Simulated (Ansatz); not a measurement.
# La2O3: the cost of one run

Program: the Python package of Ansatz 0.2.0. Level of theory: DFT PBE, plane waves, PAW. These are calculated values, not measurements.

## (1) The structure

It takes space group P-3m1 (No. 164, trigonal). The conventional cell has a = 3.931 Å, b = 3.931 Å, c = 6.112 Å, α = 90.00°, β = 90.00°, γ = 120.00°. Around La (site symmetry 3m) lie 7 O at 2.36 to 2.72 Å. Around O (site symmetry 3m) lie 4 La at 2.36 to 2.44 Å. Around O (site symmetry -3m) lie 6 La at 2.72 Å.

The script holds or builds the structure itself.

## (2) The script

Contents of eos.py:

```python
"""Bulk modulus of La2O3 from an E(V) curve."""

import ansatz as az
import numpy as np
from pymatgen.analysis.eos import EOS

vectors0 = np.array([
    [3.930778, 0.0, 0.0],
    [-1.965389, 3.404153, 0.0],
    [0.0, 0.0, 6.111954],
])
sites = [
    ("La", [2 / 3, 1 / 3, 0.753764]),
    ("La", [1 / 3, 2 / 3, 0.246236]),
    ("O", [2 / 3, 1 / 3, 0.354109]),
    ("O", [1 / 3, 2 / 3, 0.645891]),
    ("O", [0.0, 0.0, 0.0]),
]


def crystal_on(cell):
    crystal = az.Crystal(lattice=az.Lattice.of(cell))
    for symbol, position in sites:
        crystal = crystal.atom(symbol, position)
    return crystal

# uniform scaling of the cell
volumes, energies = [], []
for scale in np.linspace(0.9, 1.1, 9):
    cell = vectors0 * scale ** (1 / 3)
    setup = (
        crystal_on(cell).calculation()
        .functional("pbe")
        .occupations("fixed")
        .basis(500)
        .kpoints(6, 6, 4)
    )
    data = setup.run().report
    volumes.append(abs(np.linalg.det(cell)) / len(sites))
    energies.append(data["free_energy_ev"] / len(sites))
    print(f"V = {volumes[-1]:8.4f} A^3/atom  F = {energies[-1]:.5f} eV/atom")

for form in ["pourier_tarantola"]:
    fit = EOS(eos_name=form).fit(volumes, energies)
    print(f"{form:18s} V0 {fit.v0:8.4f} A^3/atom  B0 {fit.b0_GPa:7.1f} GPa  B1 {fit.b1:5.2f}")
```

## (3) The input behind the calls

The engine receives this input (first run):

```yaml
crystal:
  lattice:
    - [3.795124432241348, 0.0, 0.0]
    - [-1.897562216120674, 3.2866735850734083, 0.0]
    - [0.0, 0.0, 5.901026706197917]
  atoms:
    - { symbol: La, position: [0.6666666666666666, 0.3333333333333333, 0.753764] }
    - { symbol: La, position: [0.3333333333333333, 0.6666666666666666, 0.246236] }
    - { symbol: O, position: [0.6666666666666666, 0.3333333333333333, 0.354109] }
    - { symbol: O, position: [0.3333333333333333, 0.6666666666666666, 0.645891] }
    - { symbol: O, position: [0.0, 0.0, 0.0] }
basis:
  ecutwfc: 500.0
kpoints:
  mp_grid:
    grid: [6, 6, 4]
hamiltonian:
  xc: pbe
scf:
  occupations:
    method: fixed
```

## (4) Running it

Launch:

```console
$ python eos.py
```

Q: Estimate wall time and peak memory on 1 thread of Arm Neoverse V1, shared host.

About 29 s, with a peak of 0.51 GiB.
